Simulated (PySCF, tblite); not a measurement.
# 2-ethoxytetrahydrofuran: a rotation path, then NMR shifts on frames, part 2 of 2

tblite 0.8.0 and PySCF 2.14.0. Atoms count from 0.

### 6 NMR shieldings: image 7, PBE0/pcSseg-1

What the job is given:

```
{"job": {"kind": "nmr", "xc": "PBE0", "basis": "pcSseg-1", "pop": false}, "charge": 0, "multiplicity": 1}
C      2.530800     0.204800     0.194800
C      1.442900    -0.633600     0.864000
O      0.742300    -1.459000    -0.053300
C     -0.325600    -0.897200    -0.774100
C     -1.649500    -0.845100     0.032300
C     -2.085700     0.622000    -0.023600
C     -0.816100     1.342200    -0.485700
O     -0.090300     0.398900    -1.253200
H      2.102600     0.854300    -0.563500
H      3.041000     0.810200     0.940700
H      3.251600    -0.451100    -0.284800
H      0.750600     0.007300     1.423300
H      1.902900    -1.333700     1.569100
H     -0.407700    -1.559400    -1.647000
H     -2.391600    -1.504500    -0.411600
H     -1.458200    -1.178200     1.052000
H     -2.431900     0.991900     0.939300
H     -2.880100     0.759800    -0.756600
H     -1.012700     2.195400    -1.136500
H     -0.220500     1.685600     0.371600
```

Method: GIAO PBE0/pcSseg-1 NMR shielding, non-relativistic, gas phase.

Log:

```text
coarse grid: 16128 points
cycle   1  E = -385.6182270676  dE =  1.038e+00  |g| = 7.620e-01  |ddm| = 3.826e+00
cycle   2  E = -385.5384569282  dE =  7.977e-02  |g| = 1.029e+00  |ddm| = 1.358e+00
cycle   3  E = -385.7272642856  dE = -1.888e-01  |g| = 9.375e-02  |ddm| = 8.502e-01
cycle   4  E = -385.7287261941  dE = -1.462e-03  |g| = 3.688e-02  |ddm| = 8.353e-02
cycle   5  E = -385.7290382621  dE = -3.121e-04  |g| = 6.217e-03  |ddm| = 3.222e-02
cycle   6  E = -385.7290460393  dE = -7.777e-06  |g| = 1.175e-03  |ddm| = 5.757e-03
final grid: 154128 points
cycle   7  E = -385.8011930709  dE = -4.376e-05  |g| = 1.501e-02  |ddm| = 3.549e-02
cycle   8  E = -385.8011503367  dE =  4.273e-05  |g| = 2.155e-02  |ddm| = 2.236e-02
cycle   9  E = -385.8012364254  dE = -8.609e-05  |g| = 1.268e-03  |ddm| = 1.363e-02
cycle  10  E = -385.8012367746  dE = -3.493e-07  |g| = 2.480e-04  |ddm| = 1.379e-03
cycle  11  E = -385.8012367871  dE = -1.244e-08  |g| = 5.406e-05  |ddm| = 2.532e-04
cycle  12  E = -385.8012367875  dE = -4.242e-10  |g| = 2.947e-05  |ddm| = 6.565e-05
converged SCF energy = -385.8012367875

GIAO shielding tensors (ppm)
atom      isotropic    diamagn.    paramagn.     s11        s22        s33       span
  0 C      166.111     248.257     -82.145    148.386    162.899    187.049     38.664
  1 C      123.474     245.512    -122.038     93.154    111.931    165.338     72.184
  2 O      234.039     398.358    -164.319    194.419    234.977    272.721     78.303
  3 C       76.977     242.642    -165.665     40.812     84.376    105.743     64.931
  4 C      150.706     251.689    -100.983    114.904    159.941    177.274     62.370
  5 C      158.719     250.299     -91.580    129.000    170.405    176.754     47.755
  6 C      113.746     245.754    -132.008     72.657    104.811    163.770     91.113
  7 O      230.979     398.294    -167.314    164.490    207.399    321.048    156.558
  8 H       29.490      31.201      -1.711     23.660     31.297     33.512      9.852
  9 H       30.996      28.931       2.066     27.107     27.782     38.099     10.992
 10 H       30.248      28.956       1.292     26.712     27.898     36.135      9.423
 11 H       28.243      32.804      -4.561     24.554     28.919     31.257      6.703
 12 H       27.937      29.720      -1.783     22.801     27.397     33.613     10.811
 13 H       25.776      30.094      -4.318     22.379     24.751     30.197      7.818
 14 H       29.391      30.318      -0.927     24.936     27.652     35.585     10.648
 15 H       29.811      31.608      -1.797     25.718     28.903     34.812      9.094
 16 H       29.791      29.906      -0.115     26.010     26.796     36.568     10.559
 17 H       29.824      29.487       0.337     24.481     27.462     37.528     13.047
 18 H       27.549      29.445      -1.897     23.175     25.755     33.717     10.542
 19 H       27.695      31.815      -4.120     23.091     27.765     32.228      9.138
```

It took 73 s on 1 thread, shared host.

In short: δ C3 109.9, C6 73.2, C1 63.5, C4 36.2, H13 5.94, H18 4.17 ppm.

### 7 NMR shieldings: image 8, PBE0/pcSseg-1

What the job is given:

```
{"job": {"kind": "nmr", "xc": "PBE0", "basis": "pcSseg-1", "pop": false}, "charge": 0, "multiplicity": 1}
C      2.624200     0.122200     0.222300
C      1.486800    -0.706700     0.812600
O      0.776900    -1.433800    -0.179700
C     -0.329500    -0.814200    -0.768800
C     -1.581600    -0.783800     0.139900
C     -2.180400     0.594300    -0.124300
C     -0.936300     1.406700    -0.480200
O     -0.086800     0.513600    -1.177600
H      2.231100     0.853900    -0.478300
H      3.159000     0.633000     1.019600
H      3.311800    -0.529900    -0.309300
H      0.808900    -0.063200     1.385900
H      1.891000    -1.468300     1.487000
H     -0.505400    -1.417500    -1.671100
H     -2.260200    -1.598500    -0.097700
H     -1.269300    -0.885700     1.179900
H     -2.712100     1.002100     0.732200
H     -2.856300     0.556100    -0.978600
H     -1.137700     2.249700    -1.143400
H     -0.439200     1.780700     0.426600
```

Method: GIAO PBE0/pcSseg-1 NMR shielding, non-relativistic, gas phase.

Log:

```text
coarse grid: 16128 points
cycle   1  E = -385.6201980605  dE =  1.047e+00  |g| = 7.641e-01  |ddm| = 3.808e+00
cycle   2  E = -385.5378724901  dE =  8.233e-02  |g| = 1.037e+00  |ddm| = 1.398e+00
cycle   3  E = -385.7300136218  dE = -1.921e-01  |g| = 9.515e-02  |ddm| = 8.808e-01
cycle   4  E = -385.7315230609  dE = -1.509e-03  |g| = 3.762e-02  |ddm| = 8.580e-02
cycle   5  E = -385.7318470398  dE = -3.240e-04  |g| = 6.189e-03  |ddm| = 3.290e-02
cycle   6  E = -385.7318544210  dE = -7.381e-06  |g| = 1.488e-03  |ddm| = 5.691e-03
final grid: 154128 points
cycle   7  E = -385.8035652723  dE = -4.425e-05  |g| = 1.496e-02  |ddm| = 3.383e-02
cycle   8  E = -385.8035221179  dE =  4.315e-05  |g| = 2.160e-02  |ddm| = 2.244e-02
cycle   9  E = -385.8036079038  dE = -8.579e-05  |g| = 1.278e-03  |ddm| = 1.390e-02
cycle  10  E = -385.8036082605  dE = -3.567e-07  |g| = 2.407e-04  |ddm| = 1.365e-03
cycle  11  E = -385.8036082722  dE = -1.175e-08  |g| = 6.356e-05  |ddm| = 2.462e-04
cycle  12  E = -385.8036082727  dE = -5.182e-10  |g| = 3.893e-05  |ddm| = 7.712e-05
cycle  13  E = -385.8036082730  dE = -2.560e-10  |g| = 4.649e-06  |ddm| = 2.967e-05
converged SCF energy = -385.8036082730

GIAO shielding tensors (ppm)
atom      isotropic    diamagn.    paramagn.     s11        s22        s33       span
  0 C      165.893     247.872     -81.979    148.310    162.899    186.471     38.161
  1 C      124.375     245.670    -121.295     93.387    114.341    165.396     72.010
  2 O      244.422     398.077    -153.655    212.690    247.856    272.720     60.030
  3 C       76.408     242.776    -166.368     39.155     85.343    104.725     65.571
  4 C      152.941     252.154     -99.213    121.596    164.064    173.163     51.566
  5 C      157.283     251.181     -93.898    130.267    166.726    174.856     44.588
  6 C      114.043     244.992    -130.949     76.225    103.800    162.103     85.878
  7 O      240.190     398.534    -158.345    165.902    228.018    326.649    160.747
  8 H       29.649      31.036      -1.387     24.015     31.429     33.503      9.488
  9 H       30.971      28.754       2.216     27.060     27.767     38.085     11.025
 10 H       30.238      28.830       1.408     26.638     27.986     36.090      9.452
 11 H       28.228      32.899      -4.671     24.151     29.393     31.141      6.990
 12 H       27.994      29.828      -1.835     22.759     27.541     33.682     10.923
 13 H       25.786      30.267      -4.482     22.388     24.839     30.130      7.742
 14 H       29.680      30.629      -0.949     25.513     27.586     35.941     10.429
 15 H       29.827      32.259      -2.432     25.588     29.646     34.247      8.659
 16 H       29.902      29.691       0.211     25.999     26.777     36.932     10.933
 17 H       29.887      29.842       0.046     25.068     27.370     37.224     12.156
 18 H       27.551      29.089      -1.538     23.229     25.791     33.634     10.405
 19 H       27.737      31.364      -3.627     23.069     27.226     32.917      9.848
```

Run time: 84 s. Hardware: 1 thread, shared host.

This run: δ C3 110.5, C6 72.9, C1 62.6, C4 34.0, H13 5.93, H18 4.17 ppm.

### 8 Comparing the runs: NMR shifts

Shifts (ppm) of some atoms, chosen among heavy atoms and hydrogens apart, with basis size and wall time:

```
  frame     C3    C4    C0   H11    H8     O2     O7  functions     time
image 0  103.3  36.9  13.9  4.21  1.65  100.3  100.1        196  1.7 min
image 3  104.0  38.6  15.4  4.06  1.76   86.8   97.3        196     77 s
image 6  109.2  39.8  20.9  3.56  2.30   95.0  102.1        196     79 s
image 7  109.9  36.2  20.8  3.47  2.23  102.0  105.1        196     73 s
image 8  110.5  34.0  21.0  3.49  2.07   91.7   95.9        196     84 s
```

### 9 Summary of results

The summary covers parts 1 to 2.

| quantity | value |
| --- | --- |
| barrier | 0.185 eV (4.3 kcal/mol) at image 6 |
| end to end (GFN2-xTB) | 0.113 eV |
| ¹³C shifts against TMS (PBE0/pcSseg-1, image 0) | 103.3, 69.7, 62.7, 36.9, 28.9, 13.9 ppm |
| ¹H shifts against TMS (PBE0/pcSseg-1, image 0) | 5.55, 4.21, 4.02, 3.89, 3.69, 2.16, 1.87, 1.78, 1.71, 1.65, 1.05, 0.69 ppm |
| ¹⁷O shifts against H2O (PBE0/pcSseg-1, image 0) | 100.3, 100.1 ppm |
| surface potential, 1st and 99th percentile | -1.42 V and 0.66 V |
| range of the shift of O2 | 86.8 to 102.0 ppm |

**Reading.** Along the band the dihedral turns by 104°, and the top (dihedral -102°) lies 4.3 kcal/mol above the start (GFN2-xTB, rough), so at room temperature this motion is fast. The top was not checked by a frequency run. Shifts at one fixed geometry are not the observed spectrum, which averages over the motion. Across the 5 runs the shift of O2 moves most, between 86.8 (image 3) and 102.0 ppm (image 7).
